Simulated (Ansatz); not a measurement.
# B2H4OS: the cost of one run

Computed with the Python package of Ansatz 0.2.0. Level of theory: BLYP/6-31G*.

**1. The system**

Bond lengths: O1–B2 1.436 Å, B2–B3 1.630 Å, B3–S4 1.954 Å, O1–H5 0.940 Å, B2–H6 1.176 Å, B3–H7 1.209 Å, S4–H8 1.389 Å. Angles: O1–B2–B3 119.2°, O1–B2–H6 121.3°, B3–B2–H6 119.4°, B2–O1–H5 108.5°, B2–B3–S4 122.3°, B2–B3–H7 122.3°, S4–B3–H7 115.3°, B3–S4–H8 91.9°.

No structure file is read: the coordinates are typed or built in the script.

**2. Script**

Contents of md.py:

```python
"""A short Born-Oppenheimer trajectory of B2H4OS."""

import ansatz
import numpy as np

BASIS = "6-31G*"
FUNCTIONAL = "blyp"
N_STEPS = 40
TEMPERATURE_K = 200

geometry_ang = [
    ("O", (-1.9033, -0.2162, 0.7944)),
    ("B", (-0.9009, -0.0654, -0.2224)),
    ("B", (0.5443, 0.5769, 0.1733)),
    ("S", (2.0062, 0.7328, -1.1135)),
    ("H", (-1.8271, -1.0776, 1.1621)),
    ("H", (-1.0997, -0.4015, -1.3313)),
    ("H", (0.8059, 0.9369, 1.2979)),
    ("H", (2.4668, -0.543, -0.8162)),
]
system = ansatz.Crystal.molecule()
for symbol, xyz in geometry_ang:
    system = system.atom(symbol, xyz)

calculation = (
    system.calculation()
    .basis(gaussian=BASIS)
    .functional(FUNCTIONAL)
    .scf(lower_state_search="light")
    .md("nvt_langevin", timestep=1.0, steps=N_STEPS, temperature=TEMPERATURE_K, initial_velocities="maxwell_boltzmann", seed=19, friction=0.01)
)
frames = []
calculation.session().plan().execute(on_event=lambda e: frames.append(e["data"]) if e["event"] == "md_step" else None)
print("t (fs)   E_pot (eV)      E_kin (eV)   T (K)   d(0-1) (A)")
for f in frames[::2]:
    xyz = np.array(f["positions_ang"])
    print(f"{f['time_fs']:6.2f} {f['lagrangian_ev']:14.5f} {f['e_kin_ev']:10.5f} {f['temperature_k']:8.1f} {np.linalg.norm(xyz[0] - xyz[1]):9.4f}")
print("mean temperature", round(float(np.mean([f["temperature_k"] for f in frames])), 1), "K")
```

**3. The calls as engine input**

The package turns the script's settings into the engine's input:

```yaml
crystal:
  periodic: [false, false, false]
  atoms:
    - { symbol: O, position_ang: [-1.9033, -0.2162, 0.7944] }
    - { symbol: B, position_ang: [-0.9009, -0.0654, -0.2224] }
    - { symbol: B, position_ang: [0.5443, 0.5769, 0.1733] }
    - { symbol: S, position_ang: [2.0062, 0.7328, -1.1135] }
    - { symbol: H, position_ang: [-1.8271, -1.0776, 1.1621] }
    - { symbol: H, position_ang: [-1.0997, -0.4015, -1.3313] }
    - { symbol: H, position_ang: [0.8059, 0.9369, 1.2979] }
    - { symbol: H, position_ang: [2.4668, -0.543, -0.8162] }
basis:
  gaussian:
    orbitals: "6-31G*"
hamiltonian:
  xc: blyp
scf:
  lower_state_search: light
md:
  timestep: 1.0
  n_steps: 40
  ensemble: nvt_langevin
  temperature: 200.0
  friction: 0.01
  initial_velocities: maxwell_boltzmann
  seed: 19
```

**4. The run**

Command:

```
python md.py
```

**Question.** How long does this script take on 1 thread of Arm Neoverse V1, shared host, and how much memory does it need?

About 78 s, with a peak of 0.19 GiB.
